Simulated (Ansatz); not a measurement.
# ZnCd3S4: short molecular dynamics

This session takes ZnCd3S4 and sets out to follow short trajectories in a supercell.

Program: Ansatz 0.2.0. Level of theory: DFT PBEsol, scalar-relativistic, plane waves, PAW. These are calculated values, not measurements.

### 1 The starting structure

It takes space group P-43m (No. 215, cubic). The conventional cell has a = 5.760 Å, b = 5.760 Å, c = 5.760 Å, α = 90.00°, β = 90.00°, γ = 90.00°. Zn (site symmetry -43m) has 4 S at 2.36 Å as nearest neighbours. Cd (site symmetry -42m) is surrounded by 4 S at 2.54 Å. S (site symmetry 3m) is surrounded by 1 Zn at 2.36 Å and 3 Cd at 2.54 Å.

Structure file:

```xyz
8
Lattice="5.7595 0.0000 0.0000 0.0000 5.7595 0.0000 0.0000 0.0000 5.7595" Properties=species:S:1:pos:R:3 pbc="T T T"
Zn    0.0000    0.0000    0.0000
Cd    0.0000    2.8798    2.8798
Cd    2.8798    2.8798    0.0000
Cd    2.8798    0.0000    2.8798
S     4.3980    4.3980    1.3615
S     4.3980    1.3615    4.3980
S     1.3615    4.3980    4.3980
S     1.3615    1.3615    1.3615
```

Source of the structure: the Materials Project (structure only).

### 2 Probe: one point at the start

The input, input.yaml:

```yaml
crystal:
  lattice:
    - [5.75954623, 0.0, 0.0]
    - [0.0, 5.75954623, 0.0]
    - [0.0, 0.0, 5.75954623]
  atoms:
    - { symbol: Zn, position: [0.0, 0.0, 0.0] }
    - { symbol: Cd, position: [0.0, 0.5, 0.5] }
    - { symbol: Cd, position: [0.5, 0.5, 0.0] }
    - { symbol: Cd, position: [0.5, 0.0, 0.5] }
    - { symbol: S, position: [0.76360863, 0.76360863, 0.23639137] }
    - { symbol: S, position: [0.76360863, 0.23639137, 0.76360863] }
    - { symbol: S, position: [0.23639137, 0.76360863, 0.76360863] }
    - { symbol: S, position: [0.23639137, 0.23639137, 0.23639137] }
basis:
  ecutwfc: 420
kpoints:
  mp_grid: { grid: [4, 4, 4] }
hamiltonian:
  xc: pbesol
scf:
  occupations: { method: gaussian, width: 0.1 }
output:
  forces: true
  stress: true
  eigenvalues: true
```

The run is started by

```sh
> ansatz run input.yaml --threads 4 --pin off --max-ram 5120MiB --backend cpu --events-out ev --progress --plain --runs-dir out
```

Log, shortened:

```text
[...]
SCF converged after 8 iterations
Free energy (F): -31377.998521 eV
[...]
E sigma→0 (E₀):  -31377.998521 eV
Fermi energy:    6.922345 eV
[...]
--- Forces (eV/Å), atoms counted from 1 ---
  atom   1  Zn    -0.00000000    -0.00000000    -0.00000000
  atom   2  Cd    -0.00000000     0.00000000    -0.00000000
  atom   3  Cd    -0.00000000     0.00000000     0.00000000
  atom   4  Cd    -0.00000000     0.00000000     0.00000000
  atom   5  S     -0.03326540    -0.03326540     0.03326540
  atom   6  S     -0.03326540     0.03326540    -0.03326540
  atom   7  S      0.03326540    -0.03326540    -0.03326540
  atom   8  S      0.03326540     0.03326540     0.03326540
[...]
--- Stress (GPa, compression-positive) ---
       -1.768764       0.000000       0.000000
        0.000000      -1.768764      -0.000000
        0.000000      -0.000000      -1.768764
  P = ⅓ Tr σ = -1.7688 GPa (-17.688 kbar)
--- Band table (eV; the first three rows and the last of 10) ---
[...]
```

It took 1.6 s on 4 threads of an x86-64 CPU, shared host; peak memory 0.71 GiB.

The cell is taken as given, not relaxed at this level.

### 3 Reference: the perfect supercell

The input, input.yaml:

```yaml
crystal:
  lattice:
    - [-5.75954623, 5.75954623, 0.0]
    - [0.0, 5.75954623, -5.75954623]
    - [-5.75954623, 0.0, -5.75954623]
  atoms:
    - { symbol: Zn, position: [0.5, 0.5, 0.5] }
    - { symbol: Zn, position: [0.0, 0.0, 0.0] }
    - { symbol: Cd, position: [0.0, 0.5, 0.0] }
    - { symbol: Cd, position: [0.5, 0.0, 0.5] }
    - { symbol: Cd, position: [0.5, 0.0, 0.0] }
    - { symbol: Cd, position: [0.0, 0.5, 0.5] }
    - { symbol: Cd, position: [0.5, 0.5, 0.0] }
    - { symbol: Cd, position: [0.0, 0.0, 0.5] }
    - { symbol: S, position: [0.618195685, 0.145412945, 0.618195685] }
    - { symbol: S, position: [0.118195685, 0.645412945, 0.118195685] }
    - { symbol: S, position: [0.618195685, 0.618195685, 0.618195685] }
    - { symbol: S, position: [0.118195685, 0.118195685, 0.118195685] }
    - { symbol: S, position: [0.145412945, 0.618195685, 0.618195685] }
    - { symbol: S, position: [0.645412945, 0.118195685, 0.118195685] }
    - { symbol: S, position: [0.618195685, 0.618195685, 0.145412945] }
    - { symbol: S, position: [0.118195685, 0.118195685, 0.645412945] }
  symmetry: { detect: false }
basis:
  ecutwfc: 420
kpoints:
  mp_grid: { grid: [2, 2, 2], shift: [0.5, 0.5, 0.5] }
hamiltonian:
  xc: pbesol
scf:
  occupations: { method: gaussian, width: 0.1 }
output:
  forces: true
  stress: true
  eigenvalues: true
```

The run is started by

```sh
> ansatz run input.yaml --threads 4 --pin off --max-ram 5120MiB --backend cpu --events-out ev --progress --plain --runs-dir out
```

Log, shortened:

```text
Warning: RAYON_NUM_THREADS=4 ignored (pool sized by the plan → 4); use --threads N
[...]
Pseudopotentials: kind: paw
Pseudopotential: Zn, paw, valence charge 12, recommended cutoff 420 eV (normal), Zn.paw.azcp
Pseudopotential: Cd, paw, valence charge 20, recommended cutoff 420 eV (normal), Cd.paw.azcp
Pseudopotential: S, paw, valence charge 6, recommended cutoff 420 eV (normal), S.paw.azcp
Functional definition: PBEsol
[...]
Crystal: 16 atoms, lattice volume = 382.116 Å³
Basis set: ecut = 420 eV, 7391 PW (Γ), exchange–correlation on 120×120×120 points (8 copies of the dense FFT grid, shifted against one another)
Bands: 116, of which v1, the nominal top of the filled ones, is band 96 counted from 1 (95 counted from 0)
Symmetry: 1 space group operations
k-points: 4 of 8 (time reversal used)
[...]
SCF iter   1: F=—  HF=-62756.043518 eV  |F-HF|=—  |Δ(HF+E_count)|=         —  Δρ=5.37e-3  dr2=1.47e-1  ethr=1.77e-3  ⟨swp⟩=7.5  Hψ=1754  notcnv=0  defer=4
[...]
SCF iter   8: F=-62756.001409 eV  HF=-62756.001408 eV  |F-HF|=3.83e-8  |Δ(HF+E_count)|=   1.30e-6  Δρ=2.40e-6  dr2=1.92e-8  ethr=5.21e-11  ⟨swp⟩=9.0  Hψ=1885  notcnv=0
[...]
SCF converged after 8 iterations
Free energy (F): -62756.001409 eV
[...]
E sigma→0 (E₀):  -62756.001409 eV
Fermi energy:    7.297471 eV
[...]
--- Forces (eV/Å), atoms counted from 1 ---
  atom   1  Zn    -0.00992304     0.00992306    -0.00992245
  atom   2  Zn    -0.00992284     0.00992272    -0.00992183
  atom   3  Cd    -0.01807488     0.01287371    -0.01287433
  atom   4  Cd    -0.01807555     0.01287302    -0.01287385
  atom   5  Cd    -0.01287342     0.01287345    -0.01807434
  atom   6  Cd    -0.01287287     0.01287320    -0.01807508
  atom   7  Cd    -0.01287303     0.01807567    -0.01287407
  atom   8  Cd    -0.01287378     0.01807530    -0.01287399
[...]
--- Stress (GPa, compression-positive) ---
       -1.762985       0.180272      -0.180273
        0.180272      -1.762985       0.180273
       -0.180273       0.180273      -1.762985
  P = ⅓ Tr σ = -1.7630 GPa (-17.630 kbar)
--- Band table (eV) ---
[...]
```

Run time: 3 s. Hardware: 4 threads of an x86-64 CPU, shared host; peak memory 1.3 GiB.

### 4 Dynamics at 800 K

32 steps of 3 fs with no thermostat (constant energy), velocities drawn for 800 K, at 1.02 times the reference volume.

Changes to input.yaml since step 3:

```diff
@@ -2,5 +2,5 @@
   lattice:
-    - [-5.75954623, 5.75954623, 0.0]
-    - [0.0, 5.75954623, -5.75954623]
-    - [-5.75954623, 0.0, -5.75954623]
+    - [-5.7976900319, 5.7976900319, 0.0]
+    - [0.0, 5.7976900319, -5.7976900319]
+    - [-5.7976900319, 0.0, -5.7976900319]
   atoms:
@@ -22,3 +22,2 @@
     - { symbol: S, position: [0.118195685, 0.118195685, 0.645412945] }
-  symmetry: { detect: false }
 basis:
@@ -30,3 +29,5 @@
 scf:
-  occupations: { method: gaussian, width: 0.1 }
+  occupations: { method: fermi_dirac, width: 0.0689 }
+  lower_state_search: "off"
+  convergence: { dr2_threshold: 1.0e-07 }
 output:
@@ -34,2 +35,8 @@
   stress: true
-  eigenvalues: true
+md:
+  timestep: 3.0
+  n_steps: 32
+  ensemble: nve
+  temperature: 800.0
+  initial_velocities: maxwell_boltzmann
+  seed: 81828
```

The run is started by

```sh
> ansatz run input.yaml --threads 4 --pin off --max-ram 5120MiB --backend cpu --events-out ev --progress --plain --runs-dir out
```

Log, shortened:

```text
Warning: md: disabling space-group detection — thermal motion breaks the input geometry's symmetry, so no spatial operation reduces the k-mesh or symmetrises the density; time reversal is kept, so that k and −k are solved as one point where they differ and the mesh holds both, and exact [...]
Warning: output.stress: scf.convergence.dr2_threshold = 1e-7 eV (the SCF's general default) is looser than the 1.6e-9 eV advised for a printed stress (1e-10 eV for each atom of the cell: 16). What an SCF threshold leaves in a stress goes as its square root, and in the free energy as the [...]
Warning: RAYON_NUM_THREADS=4 ignored (pool sized by the plan → 4); use --threads N
[...]
[... 5 set-up lines as earlier in the session ...]
[...]
Crystal: 16 atoms, lattice volume = 389.758 Å³
Basis set: ecut = 420 eV, 7631 PW (Γ), exchange–correlation on 120×120×120 points (8 copies of the dense FFT grid, shifted against one another)
Bands: 116, of which v1, the nominal top of the filled ones, is band 96 counted from 1 (95 counted from 0)
[... 1 set-up line as earlier in the session ...]
k-points: 4 of 8 (time reversal used)
[...]
SCF iter   1: F=—  HF=-62755.934709 eV  |F-HF|=—  |Δ(HF+E_count)|=         —  Δρ=5.36e-3  dr2=1.52e-1  ethr=1.77e-3  ⟨swp⟩=6.5  Hψ=1691  notcnv=0  defer=12
[...]
md step     0: t =     0.00 fs  T =   800.0 K  F+E_penalty+E_count = -62755.89111606 eV  E_kin = 1.551120 eV  conserved = -62754.33999608 eV  P_inst = -2.3902 GPa  (8 SCF iters)
[...]
md step     1: t =     3.00 fs  T =   794.3 K  F+E_penalty+E_count = -62755.87995123 eV  E_kin = 1.540016 eV  conserved = -62754.33993498 eV  P_inst = -2.3733 GPa  (7 SCF iters)
[...]
SCF iter   1: F=—  HF=-62755.838422 eV  |F-HF|=—  |Δ(HF+E_count)|=         —  Δρ=1.25e-3  dr2=3.65e-3  ethr=2.18e-6  ⟨swp⟩=3.0  Hψ=2337  notcnv=0
[...]
```

### 5 More of the same log: dynamics (nve) at 800 K, volume x 1.02

Output, continued, shortened:

```text
SCF iter   2: F=—  HF=-62755.837772 eV  |F-HF|=—  |Δ(HF+E_count)|=   6.50e-4  Δρ=6.60e-4  dr2=1.06e-3  ethr=1.90e-6  ⟨swp⟩=2.0  Hψ=469  notcnv=0
[...]
md step     2: t =     6.00 fs  T =   772.5 K  F+E_penalty+E_count = -62755.83753177 eV  E_kin = 1.497799 eV  conserved = -62754.33973250 eV  P_inst = -2.3364 GPa  (8 SCF iters)
[...]
md step     9: t =    27.00 fs  T =   408.6 K  F+E_penalty+E_count = -62755.12899150 eV  E_kin = 0.792326 eV  conserved = -62754.33666505 eV  P_inst = -1.8934 GPa  (2 SCF iters)
[...]
md step    16: t =    48.00 fs  T =   380.9 K  F+E_penalty+E_count = -62755.07620009 eV  E_kin = 0.738453 eV  conserved = -62754.33774698 eV  P_inst = -2.1590 GPa  (3 SCF iters)
[...]
md step    23: t =    69.00 fs  T =   469.0 K  F+E_penalty+E_count = -62755.24785490 eV  E_kin = 0.909274 eV  conserved = -62754.33858093 eV  P_inst = -2.6494 GPa  (3 SCF iters)
[...]
E sigma→0 (E₀):  -62754.993573 eV
Entropy (-TS):   -0.000001 eV (-0.000 meV/atom)
Fermi energy:    7.009687 eV
[...]
--- Forces (eV/Å), atoms counted from 1 ---
  atom   1  Zn    -0.22446091     0.70775018     0.34140719
  atom   2  Zn     0.00341087     0.08299719    -0.71547972
  atom   3  Cd    -0.30871982     0.32620853     0.47370061
  atom   4  Cd     0.64573602     0.69933408    -0.54410595
  atom   5  Cd    -0.79747219    -0.84656876    -0.53290901
  atom   6  Cd    -0.10157753     0.20878771     0.05660097
  atom   7  Cd    -0.36423063     0.13895206    -0.11157602
  atom   8  Cd    -0.01610060     0.08235636    -0.09731891
[...]
--- Stress (GPa, compression-positive) ---
       -2.930036       0.553978      -0.699340
        0.553978      -2.562679       0.747297
       -0.699340       0.747297      -2.845164
  P = ⅓ Tr σ = -2.7793 GPa (-27.793 kbar)
--- MD trajectory: 32 steps, t = 0.0 → 96.0 fs ---
  final state: T = 338.4 K   F+E_penalty+E_count = -62754.99357298 eV   E_kin = 0.656048 eV
  conserved energy: peak-to-peak 3.571e-3 eV (2.232e-4 eV/atom) over 96.0 fs
```

Run time: 63 s. Hardware: 4 threads of an x86-64 CPU, shared host; peak memory 1.4 GiB.

### 6 Along the run

Step by step (energy changes from step 0; pressure with its kinetic part):

```tsv
time (fs)	T (K)	potential (meV/atom)	conserved (meV/atom)	pressure (GPa)
0.0	800	0.0	0.00	-2.4
3.0	794	0.7	0.00	-2.4
6.0	772	3.3	0.02	-2.3
9.0	736	7.8	0.04	-2.3
12.0	688	13.6	0.06	-2.2
15.0	632	20.4	0.10	-2.1
18.0	572	27.7	0.13	-2.1
21.0	512	35.0	0.16	-2.0
24.0	456	41.8	0.19	-1.9
27.0	409	47.6	0.21	-1.9
30.0	371	52.2	0.22	-1.9
33.0	346	55.2	0.22	-1.9
36.0	334	56.7	0.22	-1.9
39.0	333	56.8	0.20	-1.9
42.0	343	55.6	0.18	-2.0
45.0	359	53.6	0.16	-2.1
48.0	381	50.9	0.14	-2.2
51.0	404	48.1	0.12	-2.2
54.0	426	45.4	0.10	-2.3
57.0	446	43.0	0.09	-2.4
60.0	460	41.2	0.09	-2.5
63.0	469	40.2	0.08	-2.6
66.0	472	39.8	0.08	-2.6
69.0	469	40.2	0.09	-2.6
72.0	461	41.2	0.10	-2.7
75.0	448	42.8	0.10	-2.7
78.0	432	44.7	0.11	-2.7
81.0	414	46.9	0.12	-2.7
84.0	396	49.1	0.13	-2.7
87.0	378	51.3	0.14	-2.7
90.0	362	53.3	0.15	-2.6
93.0	348	54.9	0.15	-2.6
96.0	338	56.1	0.15	-2.6
```

Positions and forces at chosen times:

```xyz
16
Lattice="-5.798 5.798 0.000 0.000 5.798 -5.798 -5.798 0.000 -5.798" Properties=species:S:1:pos:R:3:forces:R:3 pbc="T T T" time_fs=63.0 T_K=469
Zn   -5.757    5.702   -5.732    0.457    0.311   -0.144
Zn   -0.049   -0.087    0.311    0.372    0.203   -1.146
Cd   -0.001    2.872   -3.083    0.471   -0.893    0.205
Cd   -6.000    2.816   -2.848    0.423    0.322    0.374
Cd   -2.634    2.967   -0.065   -0.366   -0.273    0.068
Cd   -2.964    3.049   -5.903   -0.063   -0.656   -0.044
Cd   -2.830    5.699   -2.761   -0.822    0.058    0.077
Cd   -2.996    0.172   -2.997    0.285    0.056    0.581
S    -7.157    4.547   -4.281    0.034   -0.449   -0.374
S    -1.487    4.342   -4.397    0.141    0.023    0.166
S    -7.228    7.095   -7.052    0.237    0.143    0.150
S    -1.229    1.303   -1.366   -0.256    0.103   -0.185
S    -4.411    4.364   -7.359   -0.452    0.606    0.200
S    -4.438    4.317   -1.249   -0.091    0.124   -0.071
S    -4.191    7.059   -4.485   -0.449    0.268    0.127
S    -4.520    1.494   -4.437    0.078    0.055    0.016
16
Lattice="-5.798 5.798 0.000 0.000 5.798 -5.798 -5.798 0.000 -5.798" Properties=species:S:1:pos:R:3:forces:R:3 pbc="T T T" time_fs=96.0 T_K=338
Zn   -5.638    5.670   -5.709   -0.224    0.708    0.341
Zn   -0.007   -0.096    0.258    0.003    0.083   -0.715
Cd    0.060    2.738   -3.152   -0.309    0.326    0.474
Cd   -6.057    2.795   -2.750    0.646    0.699   -0.544
Cd   -2.541    2.973   -0.082   -0.797   -0.847   -0.533
Cd   -3.013    3.048   -5.970   -0.102    0.209    0.057
Cd   -2.890    5.662   -2.677   -0.364    0.139   -0.112
Cd   -2.992    0.248   -2.969   -0.016    0.082   -0.097
S    -7.259    4.524   -4.433    0.860    0.330    0.848
S    -1.476    4.407   -4.409   -0.092   -0.425    0.463
S    -7.277    7.176   -7.012    0.273   -0.506    0.172
S    -1.195    1.230   -1.412   -0.508    0.564   -0.226
S    -4.524    4.563   -7.337    0.188   -0.434   -0.274
S    -4.490    4.372   -1.155    0.260   -0.569   -0.633
S    -4.159    7.163   -4.391   -0.035   -0.515   -0.499
S    -4.571    1.557   -4.617    0.219    0.155    1.279
```

Pair distribution functions g(r) over the second half, up to half the cell's height:

```tsv
r (Å)	S-Zn	Cd-S
2.15	0.0	0.0
2.25	5.9	0.0
2.35	9.3	0.2
2.45	8.2	5.1
2.55	3.9	11.0
2.65	0.0	6.1
2.75	0.0	1.2
2.85	0.0	0.0
2.95	0.0	0.0
3.05	0.0	0.0
3.15	0.0	0.0
3.25	0.0	0.0
```

### 7 A check of the last frame with more k-points

The input, input.yaml:

```yaml
crystal:
  lattice:
    - [-5.7976900319, 5.7976900319, 0.0]
    - [0.0, 5.7976900319, -5.7976900319]
    - [-5.7976900319, 0.0, -5.7976900319]
  atoms:
    - { symbol: Zn, position: [0.4828922914, 0.4950319104, 0.4896281892] }
    - { symbol: Zn, position: [0.0146074468, 0.9688314152, 0.9866268333] }
    - { symbol: Cd, position: [0.9591354048, 0.5131278779, 0.0305755814] }
    - { symbol: Cd, position: [0.5262433372, 0.9558967375, 0.5184218266] }
    - { symbol: Cd, position: [0.4684816619, 0.0443634702, 0.9698452454] }
    - { symbol: Cd, position: [0.0078774654, 0.517829101, 0.5118678878] }
    - { symbol: Cd, position: [0.5066945555, 0.4698998812, 0.9918625111] }
    - { symbol: Cd, position: [0.0233387384, 0.0193918658, 0.4927390222] }
    - { symbol: S, position: [0.6338798336, 0.146509182, 0.6181072056] }
    - { symbol: S, position: [0.1271048275, 0.6329659419, 0.1275607003] }
    - { symbol: S, position: [0.6417873073, 0.5960043738, 0.61340811] }
    - { symbol: S, position: [0.0873595835, 0.1248529382, 0.1187538482] }
    - { symbol: S, position: [0.1509520751, 0.6360871547, 0.629357822] }
    - { symbol: S, position: [0.6647345687, 0.0893451658, 0.1097873303] }
    - { symbol: S, position: [0.5977865294, 0.6377335239, 0.1196092386] }
    - { symbol: S, position: [0.1303473516, 0.1382835194, 0.6581492164] }
basis:
  ecutwfc: 420
kpoints:
  mp_grid: { grid: [4, 4, 4] }
hamiltonian:
  xc: pbesol
scf:
  occupations: { method: fermi_dirac, width: 0.0689 }
output:
  forces: true
  stress: true
  eigenvalues: true
  populations: true
```

The run is started by

```sh
> ansatz run input.yaml --threads 4 --pin off --max-ram 5120MiB --backend cpu --events-out ev --progress --plain --runs-dir out
```

Log, shortened:

```text
Warning: RAYON_NUM_THREADS=4 ignored (pool sized by the plan → 4); use --threads N
[...]
[... 5 set-up lines as earlier in the session ...]
[...]
Crystal: 16 atoms, lattice volume = 389.758 Å³
Basis set: ecut = 420 eV, 7631 PW (Γ), exchange–correlation on 120×120×120 points (8 copies of the dense FFT grid, shifted against one another)
Bands: 116, of which v1, the nominal top of the filled ones, is band 96 counted from 1 (95 counted from 0)
[... 1 set-up line as earlier in the session ...]
Space group: P1 (ITA 1), of the structure as read, at distance tolerance 7.3e-5 Å
k-points: 36 of 64 (time reversal used)
[...]
  atom   4  Cd     0.66433545     0.68560765    -0.53510259
  atom   5  Cd    -0.78475542    -0.86070283    -0.51513190
  atom   6  Cd    -0.09084088     0.19726521     0.07091730
  atom   7  Cd    -0.34845306     0.12511616    -0.09799908
  atom   8  Cd    -0.00413614     0.06468020    -0.08925501
[...]
--- Stress (GPa, compression-positive) ---
       -2.931526       0.382142      -0.535627
        0.382142      -2.547074       0.580112
       -0.535627       0.580112      -2.852280
  P = ⅓ Tr σ = -2.7770 GPa (-27.770 kbar)
--- Band table (eV; the first three rows and the last of 36) ---
[...]
--- Löwdin populations: 16 sites ---
  site symbol       q [e]
     0     Zn     10.7553
     1     Zn     10.7160
     2     Cd     18.7715
     3     Cd     18.7879
     4     Cd     18.7684
     5     Cd     18.7460
     6     Cd     18.7624
     7     Cd     18.7755
     8      S      7.0370
     9      S      7.0339
    10      S      7.0301
    11      S      7.0265
    12      S      7.0470
    13      S      7.0510
    14      S      7.0469
    15      S      7.0387
  spilling = 0.008364 (of n_electrons = 192.000000)
```

It took 27 s on 4 threads of an x86-64 CPU, shared host; peak memory 2 GiB.

Site by site:

```tsv
atom	Löwdin electrons
Zn1	10.76
Zn2	10.72
Cd3	18.77
Cd4	18.79
Cd5	18.77
Cd6	18.75
Cd7	18.76
Cd8	18.78
S9	7.04
S10	7.03
S11	7.03
S12	7.03
S13	7.05
S14	7.05
S15	7.05
S16	7.04
```

The Löwdin counts miss 1.61 of the 192 electrons, which the atomic orbitals do not span, so they are no charges.

Against the trajectory's mesh the free energy moves by +0.6 meV/atom and the forces by up to 0.062 eV/Å.

### 8 Results

| quantity | value |
| --- | --- |
| mean temperature, second half (800 K run) | 418 K, spread 43 K |
| mean pressure, second half (800 K run) | -2.6 GPa |
| mean potential energy above the perfect cell (800 K run) | 53 meV/atom |
| mean square move, first to last frame (800 K run) | Cd 0.09, S 0.05, Zn 0.06 Å² |
| largest change of the conserved energy (800 K run) | 0.22 meV/atom |

Over the second half of the 800 K run the temperature averages 418 K, with a standard deviation of 43 K; without a thermostat part of the starting kinetic energy has gone into potential energy. The conserved energy moves by 0.22 meV/atom, 0.2 % of the kinetic energy at the starting temperature, which is small. Among the stored frames no atom gets farther than 0.4 Å from its first place (drift of the whole removed), against a shortest distance of 2.37 Å, so within this short run the atoms stay near their sites. The coarse mesh of the trajectory leaves force errors of up to 0.06 eV/Å. Runs this short are not equilibrated, so the means are rough.
